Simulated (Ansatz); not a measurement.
This script makes relaxations under a series of pressures of Ti, space group Im-3m with Ansatz 0.2.0, Python API.

Script `ti_compress.py`:
```python
"""Volume and enthalpy of Ti against pressure."""

import ansatz as az
import numpy as np
import pandas as pd
from pymatgen.core import Lattice, Structure
from pymatgen.io.ase import AseAtomsAdaptor

def edges_and_angles(cell):
    cell = np.asarray(cell)
    a, b, c = np.linalg.norm(cell, axis=1)
    cosines = cell[1] @ cell[2] / (b * c), cell[0] @ cell[2] / (a * c), cell[0] @ cell[1] / (a * b)
    return (a, b, c, *np.degrees(np.arccos(cosines)))

pmg_structure = Structure(
    Lattice([(-1.641, 1.641, 1.641), (1.641, -1.641, 1.641), (1.641, 1.641, -1.641)]),
    ["Ti"],
    [
        (0.0, 0.0, 0.0),
    ],
)
ti = az.Crystal.from_ase(AseAtomsAdaptor.get_atoms(pmg_structure))

model = (
    ti.calculation()
    .basis(420)  # plane waves up to this kinetic energy
    .functional("pbesol")
    .occupations(az.OccupationsMethod.FERMI_DIRAC, width=0.15)
    .kpoints(14, 14, 14)  # the mesh must be finer for metals
    .pseudopotentials("paw")
)

# H = F + PV, with 1 GPa A^3 = 1/160.21766 eV
rows = []
for pressure in [0, 2, 4, 6, 8]:
    outcome = model.relax(cell=True, pressure=pressure).run(threads=1)
    cell = outcome.lattice.cell_ang
    n_atoms = len(outcome.lattice.sites)
    volume = abs(np.linalg.det(cell)) / n_atoms
    enthalpy = outcome.report["free_energy_ev"] / n_atoms + pressure * volume / 160.21766
    rows.append((pressure, volume, enthalpy, *edges_and_angles(cell)))
    print(f"{pressure} GPa done: {volume:.4f} A^3/atom")

table = pd.DataFrame(rows, columns=["P_GPa", "V_A3_atom", "H_eV_atom", "a", "b", "c", "alpha", "beta", "gamma"])
print(table.round(4).to_string(index=False))
p, v = np.array([row[0] for row in rows], float), np.array([row[1] for row in rows])
print("mean bulk modulus between rows (GPa):", np.round(-np.diff(p) / np.diff(np.log(v)), 1))
```

How far does the cell shrink over this series of pressures, and what bulk modulus does the first step imply?

The volume falls from 16.68 Å³ an atom at 0 GPa to 15.63 at 8 GPa, by 6.3 %. Between 0 and 2 GPa, -V dP/dV is about 114 GPa, a mean over that step.

The output:

```console
$ python ti_compress.py
0 GPa done: 16.6820 A^3/atom
2 GPa done: 16.3910 A^3/atom
4 GPa done: 16.1208 A^3/atom
6 GPa done: 15.8702 A^3/atom
8 GPa done: 15.6305 A^3/atom
 P_GPa  V_A3_atom  H_eV_atom      a      b      c    alpha     beta    gamma
     0    16.6820 -2473.8731 2.7880 2.7880 2.7880 109.4712 109.4712 109.4712
     2    16.3910 -2473.6667 2.7717 2.7717 2.7717 109.4712 109.4712 109.4712
     4    16.1208 -2473.4638 2.7564 2.7564 2.7564 109.4712 109.4712 109.4712
     6    15.8702 -2473.2642 2.7420 2.7420 2.7420 109.4712 109.4712 109.4712
     8    15.6305 -2473.0676 2.7281 2.7281 2.7281 109.4712 109.4712 109.4712
mean bulk modulus between rows (GPa): [113.6 120.3 127.7 131.4]
```

Notes:
- Absolute energies stand on the zero of these potentials, so only differences at equal settings mean something.
- The run is spin-unpolarised.
- At a fixed pressure a relaxation lowers the enthalpy F + PV, while F alone can rise.
- The smearing is wide enough that free energy and stress hold a thermal part of the electrons.
- Edges and angles are those of the cell as typed, here a primitive one, not of the conventional cell.
- This isn't the structure that Ti takes at ambient conditions.
- Symmetry holds the cell in this phase, whether or not it is the stable one at each pressure.
- By the engine's processor time: 21 s on 1 thread of Intel(R) Xeon(R) Processor @ 2.30GHz, on a shared host, peak memory 0.59 GiB.
